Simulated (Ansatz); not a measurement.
**Ge: further runs on the relaxed cell**

One table from this session's results is given with a row withheld; the runs are named, their logs left out.

Computed with Ansatz 0.2.0 (DFT PBEsol, scalar-relativistic, plane waves, PAW, unless a step's input says otherwise).

3 further runs of the same task are left out: 3 set aside as unsound or not needed. Runs told in other sessions of the task aren't counted.

## The starting structure

It takes space group P4_32_12 (No. 96, tetragonal). Conventional cell: a = 5.925 Å, b = 5.925 Å, c = 6.971 Å, α = 90.00°, β = 90.00°, γ = 90.00°. Ge (site symmetry 2) has 4 Ge at 2.48 to 2.49 Å in its first shell of neighbours. Ge (site symmetry 1) has 4 Ge at 2.48 to 2.51 Å in its first shell of neighbours.

As a file:

```cif
data_structure
_symmetry_space_group_name_H-M 'P4_32_12'
_symmetry_Int_Tables_number 96
_cell_length_a 5.9247
_cell_length_b 5.9247
_cell_length_c 6.9712
_cell_angle_alpha 90.000
_cell_angle_beta 90.000
_cell_angle_gamma 90.000
_cell_volume 244.70
loop_
_atom_site_label
_atom_site_type_symbol
_atom_site_symmetry_multiplicity
_atom_site_Wyckoff_symbol
_atom_site_fract_x
_atom_site_fract_y
_atom_site_fract_z
_atom_site_occupancy
Ge1 Ge 4 a 0.08868 0.08868 0.00000 1
Ge2 Ge 8 b 0.17165 0.36943 0.25679 1
```

This cell was relaxed beforehand with the same method: volume 20.39 Å³/atom, gap on the mesh 0.45 eV.

Set-up of the first run:

Contents of input.yaml:

```yaml
crystal:
  lattice:
    - [5.8648621056, 0.0, 0.0]
    - [0.0, 5.8648621056, 0.0]
    - [0.0, 0.0, 6.9007364568]
  atoms:
    - { symbol: Ge, position: [0.0886848373, 0.0886848373, 0.0] }
    - { symbol: Ge, position: [0.4113151627, 0.5886848373, 0.75] }
    - { symbol: Ge, position: [0.9113151627, 0.9113151627, 0.5] }
    - { symbol: Ge, position: [0.5886848373, 0.4113151627, 0.25] }
    - { symbol: Ge, position: [0.1716473509, 0.3694250639, 0.2567869259] }
    - { symbol: Ge, position: [0.1305749361, 0.6716473509, 0.0067869259] }
    - { symbol: Ge, position: [0.8283526491, 0.6305749361, 0.7567869259] }
    - { symbol: Ge, position: [0.8694250639, 0.3283526491, 0.5067869259] }
    - { symbol: Ge, position: [0.6716473509, 0.1305749361, -0.0067869259] }
    - { symbol: Ge, position: [0.6305749361, 0.8283526491, 0.2432130741] }
    - { symbol: Ge, position: [0.3283526491, 0.8694250639, 0.4932130741] }
    - { symbol: Ge, position: [0.3694250639, 0.1716473509, 0.7432130741] }
basis:
  ecutwfc: 420
kpoints:
  mp_grid: { grid: [6, 6, 6] }
hamiltonian:
  xc: pbesol
scf:
  occupations: { method: gaussian, width: 0.02 }
output:
  forces: true
  stress: true
  eigenvalues: true
relax:
  adjacent_minimum: "off"
  f_tol: 0.01
  max_steps: 30
  cell: { stress_tol: 0.1, fix: [volume] }
```

Command:

```sh
$ ansatz run input.yaml --threads 4 --pin off --max-ram 10240MiB --backend cpu --events-out ev --progress --plain --runs-dir out
```

Among the steps run: Volume × 0.97; Point at V/V0 = 1.03; Volume × 0.94; The cell scaled to 1.06 of its volume; Point at V/V0 = 0.91; The cell scaled to 1.10 of its volume; Volume × 0.88.

One table of the session follows, with a row left open; its other results are not shown here.

It belongs to the step «Fit of the equation of state». 

| volume (Å³/atom) | energy above the lowest point (meV/atom) | pressure (GPa) | gap on the mesh (eV) |
| --- | --- | --- | --- |
| 17.945 | 68.8 | 10.24 | 0.48 |
| 18.557 | ? | ? | ? |
| 19.168 | 15.0 | 4.20 | 0.53 |
| 19.780 | 3.5 | 1.91 | 0.52 |
| 20.392 | 0.0 | 0.02 | 0.45 |
| 21.004 | 3.2 | -1.62 | 0.38 |
| 21.615 | 12.1 | -2.97 | 0.31 |
| 22.431 | 31.1 | -4.45 | 0.25 |

Q: Estimate the row for volume (Å³/atom) = 18.557 from the others.

Worked estimate for «energy above the lowest point (meV/atom)». A straight line through the neighbours (17.945, 68.8) and (19.168, 15.0) gives 68.8 + (15.0 − 68.8) × (18.557 − 17.945) / (19.168 − 17.945) = 41.9; a parabola fitted to 3 rows on both sides gives 36.7.

**Answer.** energy above the lowest point (meV/atom): 36.2; pressure (GPa): 6.95; gap on the mesh (eV): 0.53. In «energy above the lowest point (meV/atom)» the line misses by +5.7 and the parabola by +0.5.

To keep in mind: The gap on the mesh goes from 0.48 eV at the smallest volume to 0.25 eV at the largest, through a peak of 0.53 eV between.
